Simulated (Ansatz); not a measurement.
**C₆H₁₉GeN₃O: basis-set convergence**

One table from this session's results is given with a row withheld; the runs are named, their logs left out.

Method: one geometry, several basis sets; program: Ansatz 0.2.0, Gaussian basis.

Levels to be run: PBE0-D4/def2-SVP; ωB97M-V/def2-SVP; PBE0-D4/def2-QZVPP; ωB97M-V/def2-QZVPP; the functionals' def2-TZVPP values are taken from earlier runs.

**The relaxed structure**

The geometry comes from an earlier relaxation with PBE0-D4 in a triple-zeta def2 set; it is a stationary point, not always the lowest conformer.

SMILES `C[N](C)[Ge]([OH])([N](C)C)[N](C)C`, 30 atoms, charge 0, spin multiplicity 1.

Atoms are counted from 1 here; the program's logs count them from 0.

Bond lengths: C1–N2 1.442 Å, C1–H12 1.098 Å, C1–H13 1.090 Å, C1–H14 1.102 Å, N2–C3 1.441 Å, N2–Ge4 1.821 Å, C3–H15 1.098 Å, C3–H16 1.102 Å, C3–H17 1.093 Å, Ge4–O5 1.782 Å, Ge4–N6 1.832 Å, Ge4–N9 1.816 Å, O5–H18 0.959 Å, N6–C7 1.443 Å, N6–C8 1.443 Å, C7–H19 1.092 Å, C7–H20 1.102 Å, C7–H21 1.098 Å and more. Angles: N2–C1–H12 110.0°, N2–C1–H13 110.4°, N2–C1–H14 112.8°, H12–C1–H13 108.0°, H12–C1–H14 107.2°, H13–C1–H14 108.2°, C1–N2–C3 113.7°, C1–N2–Ge4 120.7°, C3–N2–Ge4 117.9°, N2–C3–H15 110.4°, N2–C3–H16 113.0°, N2–C3–H17 110.6°, H15–C3–H16 107.2°, H15–C3–H17 107.5°, H16–C3–H17 107.9°, N2–Ge4–O5 102.4°, N2–Ge4–N6 120.2°, N2–Ge4–N9 106.8° and more.

The first run:

Input file in.yaml:

```yaml
crystal:
  periodic: [false, false, false]
  atoms:
    - {symbol: C, position_ang: [-1.139805, 1.652525, -2.170406]}
    - {symbol: N, position_ang: [-0.991075, 0.464807, -1.365838]}
    - {symbol: C, position_ang: [-0.871566, -0.746493, -2.138040]}
    - {symbol: Ge, position_ang: [-0.151894, 0.533171, 0.248560]}
    - {symbol: O, position_ang: [-0.418283, 2.223449, 0.747457]}
    - {symbol: N, position_ang: [1.653951, 0.247210, 0.360730]}
    - {symbol: C, position_ang: [2.175403, -1.076136, 0.119463]}
    - {symbol: C, position_ang: [2.554136, 1.291911, -0.063917]}
    - {symbol: N, position_ang: [-0.897555, -0.760198, 1.282641]}
    - {symbol: C, position_ang: [-2.305264, -1.054095, 1.185427]}
    - {symbol: C, position_ang: [-0.315443, -1.126404, 2.548411]}
    - {symbol: H, position_ang: [-2.054122, 1.585559, -2.774385]}
    - {symbol: H, position_ang: [-1.219561, 2.534236, -1.534949]}
    - {symbol: H, position_ang: [-0.299300, 1.804237, -2.866783]}
    - {symbol: H, position_ang: [-1.767374, -0.896221, -2.754791]}
    - {symbol: H, position_ang: [-0.004523, -0.740752, -2.818324]}
    - {symbol: H, position_ang: [-0.776828, -1.614016, -1.480048]}
    - {symbol: H, position_ang: [-0.120377, 2.379081, 1.646013]}
    - {symbol: H, position_ang: [1.448900, -1.835417, 0.414983]}
    - {symbol: H, position_ang: [2.431142, -1.246148, -0.938759]}
    - {symbol: H, position_ang: [3.090061, -1.240894, 0.704376]}
    - {symbol: H, position_ang: [3.488792, 1.248136, 0.510439]}
    - {symbol: H, position_ang: [2.823443, 1.214662, -1.129711]}
    - {symbol: H, position_ang: [2.105299, 2.273023, 0.098931]}
    - {symbol: H, position_ang: [-2.480900, -2.135413, 1.264072]}
    - {symbol: H, position_ang: [-2.888760, -0.568275, 1.982458]}
    - {symbol: H, position_ang: [-2.697191, -0.713921, 0.225928]}
    - {symbol: H, position_ang: [-0.372587, -2.212248, 2.704637]}
    - {symbol: H, position_ang: [0.735915, -0.836034, 2.584994]}
    - {symbol: H, position_ang: [-0.830233, -0.649945, 3.397629]}
basis:
  gaussian: {orbitals: def2-SVP}
hamiltonian: {xc: pbe0, dispersion: d4}
output: {orbitals: {seedname: orbitals}}
```

Launch:

```sh
> ansatz run in.yaml --threads 11 --pin off --events-out ev --progress --plain --max-ram 166912MiB --backend cpu
```

Among the steps run: PBE0-D4 in def2-SVP; ωB97M-V in def2-SVP; PBE0-D4 in def2-QZVPP; ωB97M-V in def2-QZVPP.

One of the session's tables, all rows but one given; the rest of the session is left out.

It belongs to the step «Density functionals: the series». 

```
functional       basis  HOMO (eV)  LUMO (eV)
   PBE0-D4    def2-SVP      -5.72       1.15
   PBE0-D4  def2-TZVPP      -5.84       0.58
   PBE0-D4  def2-QZVPP          ?          ?
   ωB97M-V    def2-SVP      -8.01       2.81
   ωB97M-V  def2-TZVPP      -8.13       2.03
   ωB97M-V  def2-QZVPP      -8.16       1.44
```

Estimate the missing values for PBE0-D4, def2-QZVPP.

The run gave: HOMO (eV): -5.87; LUMO (eV): 0.25. In the column «HOMO (eV)» it lies between ωB97M-V, def2-SVP (-8.01) and PBE0-D4, def2-TZVPP (-5.84).
